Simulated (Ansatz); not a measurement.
This script makes vertical spin-state energies of C₂H₇BOSi, SMILES CC1([SiH3])BO1 with Ansatz 0.2.0 through its Python package.

Script `c2h7bosi.py`:
```python
"""Vertical spin-state energies of C2H7BOSi."""

import logging
import sys
import warnings

import ansatz as az
from ase import Atoms

logging.basicConfig(stream=sys.stdout, format="%(name)s: %(message)s")
log = logging.getLogger("c2h7bosi")
log.setLevel(logging.INFO)

warnings.simplefilter("ignore", az.DeckWarning)

atoms = Atoms(["C", "C", "Si", "B", "O", "H", "H", "H", "H", "H", "H", "H"], positions=[
    (-1.3902, -0.1362, -0.6101),
    (-0.0517, 0.3158, -0.1517),
    (0.7843, -0.6768, 1.1595),
    (0.9271, 1.1478, -1.1462),
    (0.0789, 1.6601, 0.0147),
    (-2.1211, -0.1444, 0.2499),
    (-1.3569, -1.0828, -1.1097),
    (-1.8232, 0.659, -1.3497),
    (1.0642, -2.0226, 0.7163),
    (-0.0338, -0.7392, 2.3927),
    (2.0891, -0.0458, 1.5405),
    (1.9103, 1.01, -1.6723),
])
c2h7bosi = az.Crystal.molecule_from_ase(atoms)

setup = (
    c2h7bosi.calculation()
    .basis(gaussian="def2-TZVP")
    .functional("b3lyp")
)
found = {}
for unpaired in [0, 2]:
    summary = setup.spin("collinear", total=unpaired).run().report
    s = unpaired / 2
    found[unpaired] = summary["free_energy_ev"]
    log.info(f"2S+1 = {unpaired + 1}: E = {found[unpaired]:.5f} eV, <S^2> = {abs(summary['mean_field']['state']['spin_squared']):.3f} (pure state {s * (s + 1):.2f})")
lowest = min(found, key=found.get)
for unpaired, e in found.items():
    log.info(f"multiplicity {unpaired + 1}: {(e - found[lowest]):.3f} eV above the lowest")
```

Which spin state is lowest at this geometry, and how far above lie the others?

In order: multiplicity 1 (+0.00 eV) and multiplicity 3 (+2.41 eV), all at the one geometry.

What the script printed:

```console
$ python c2h7bosi.py
c2h7bosi: 2S+1 = 1: E = -12789.82931 eV, <S^2> = 0.000 (pure state 0.00)
c2h7bosi: 2S+1 = 3: E = -12787.42236 eV, <S^2> = 2.006 (pure state 2.00)
c2h7bosi: multiplicity 1: 0.000 eV above the lowest
c2h7bosi: multiplicity 3: 2.407 eV above the lowest
```

Reading the output:
- The settings weren't tested for convergence.
- The geometry is a force-field or estimated start, not a minimum of this method, and the basis set is short of its limit. All parts are taken at fixed geometry, without zero-point energy.
- b3lyp holds the VWN-RPA fit, as in Gaussian; the form of ORCA and Turbomole is b3lyp5.
- Finished in 35 s on 1 thread of Arm Neoverse V1 (shared host), peak memory 0.64 GiB.

(Lines on the test bed's own set-up are left out of the output.)
